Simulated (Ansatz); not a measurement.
**LuInCo4: a relaxation**

The task is a relaxation on LuInCo4. The structure is shown as the input types it.

Method: DFT PBEsol, scalar-relativistic, plane waves, PAW; settings changed (as first typed), in Ansatz 0.2.0.

2 further runs of the same task are left out: 2 set aside as unsound or not needed. Runs told in other sessions of the task aren't counted.

**1. Starting point**

The structure is cubic, space group F-43m (No. 216). The conventional cell has a = 6.885 Å, b = 6.885 Å, c = 6.885 Å, α = 90.00°, β = 90.00°, γ = 90.00°. Around Co (site symmetry 3m) lie 6 Co at 2.43 to 2.44 Å and 3 In at 2.85 Å and 3 Lu at 2.85 Å. In (site symmetry -43m) is surrounded by 12 Co at 2.85 Å and 4 Lu at 2.98 Å. Lu (site symmetry -43m) is surrounded by 12 Co at 2.85 Å and 4 In at 2.98 Å.

Structure file:

```cif
data_structure
_symmetry_space_group_name_H-M 'F-43m'
_symmetry_Int_Tables_number 216
_cell_length_a 6.8852
_cell_length_b 6.8852
_cell_length_c 6.8852
_cell_angle_alpha 90.000
_cell_angle_beta 90.000
_cell_angle_gamma 90.000
_cell_volume 326.40
loop_
_atom_site_label
_atom_site_type_symbol
_atom_site_symmetry_multiplicity
_atom_site_Wyckoff_symbol
_atom_site_fract_x
_atom_site_fract_y
_atom_site_fract_z
_atom_site_occupancy
Co1 Co 16 e 0.62518 0.12518 0.87482 1
In1 In 4 a 0.00000 0.00000 0.00000 1
Lu1 Lu 4 d 0.25000 0.25000 0.75000 1
```

**2. The calculation**

input.yaml

```yaml
crystal:
  lattice:
    - [0.0, 3.4426065676, 3.4426065676]
    - [3.4426065676, 0.0, 3.4426065676]
    - [3.4426065676, 3.4426065676, 0.0]
  atoms:
    - { symbol: Co, position: [0.1244694912, 0.6251768363, 0.6251768363], spin: 1.29 }
    - { symbol: Co, position: [0.6251768363, 0.1244694912, 0.6251768363], spin: 1.29 }
    - { symbol: Co, position: [0.6251768363, 0.6251768363, 0.1244694912], spin: 1.29 }
    - { symbol: Co, position: [0.6251768363, 0.6251768363, 0.6251768363], spin: 1.29 }
    - { symbol: In, position: [0.0, 0.0, 0.0] }
    - { symbol: Lu, position: [0.25, 0.25, 0.25], spin: -0.13 }
basis:
  ecutwfc: 420
kpoints:
  mp_grid: { grid: [8, 8, 8] }
hamiltonian:
  xc: pbesol
scf:
  occupations: { method: fermi_dirac, width: 0.3 }
  lower_state_search: "off"
  n_extra_bands: 0
  max_iter: 75
output:
  forces: true
  eigenvalues: true
  stress: true
magnetization:
  spin_polarized: true
relax:
  adjacent_minimum: "off"
  f_tol: 0.005
  max_steps: 80
  cell: { stress_tol: 0.05 }
```

Run with:

```
ansatz run input.yaml --threads 8 --pin off --max-ram 14336MiB --backend cpu --events-out ev --progress --plain --runs-dir out
```

Q: Will this input give a usable result? If not, why, and what should change?

Nothing was computed: the input was turned down at the start. It says: «inconsistent input (scf.n_extra_bands): n_bands = 53 cannot host the net starting moment |Σ_I m_I| = 5.0300 μB: with N_el = 106 the majority spin channel must hold (N_el + |M|)/2 = 55.5150 electrons at no more than one per band ...»

Look at the input: scf.n_extra_bands is 0. Too few bands are solved: occupations with a smearing or a moment need empty bands above the filled ones.

The cure: delete scf.n_extra_bands (the default then holds).
